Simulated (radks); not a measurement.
# Au³⁺ in [Kr] 4d10 4f14 5s1 5p6 5d9: an all-electron calculation

Wanted: eigenvalues, radial structure and energy terms of the gold ion Au3+.

The numbers are computed with radks (a radial shooting solver on a logarithmic mesh, Libxc functionals) version 1 (scalar-relativistic Kohn-Sham, r2SCAN, spin-unpolarised, spherical densities, finite nucleus), except any that are marked as measured or tabulated.

## 1. The system

- element: gold (Z = 79)
- charge: +3
- electrons: 76
- configuration: [Kr] 4d10 4f14 5s1 5p6 5d9
- nuclear rms radius: 5.4371 fm

The outer shells:

Au³⁺
```
[Kr] core
4d [↑↓][↑↓][↑↓][↑↓][↑↓]
4f [↑↓][↑↓][↑↓][↑↓][↑↓][↑↓][↑↓]
5s [↑ ]
5p [↑↓][↑↓][↑↓]
5d [↑↓][↑↓][↑↓][↑↓][↑ ]
```

## 2. Self-consistent calculation

The run's settings:

```text
Z 79
configuration [Kr] 4d10 4f14 5s1 5p6 5d9
relativity scalar-relativistic
functional r2scan,r2scan
spin unpolarised
nucleus finite rms 5.4371 fm
c 137.035999084
```

**Question.** What will this run give?

The runs gave:

| quantity | value |
| --- | --- |
| total energy | -19003.4977 hartree |
| exchange-correlation share of it | 1.90 % |
| −T/E | 1.1183 |
| highest occupied level | 5d, -42.327 eV |
| most extended occupied level | 5d, <r> = 1.40 bohr |
| radius at density 0.001 e/bohr³ | 3.25 bohr |
| maxima of the radial density | 4 |

**Reading.** The radial density shows 4 maxima for 5 occupied principal shells; where shells overlap, one shows as a shoulder or not at all. −T/E is 1.118: with relativity the kinetic term as defined here no longer equals −E. This is not the tabulated ground configuration, so its levels and sizes aren't those of the ground state, and no measured value stands beside it.
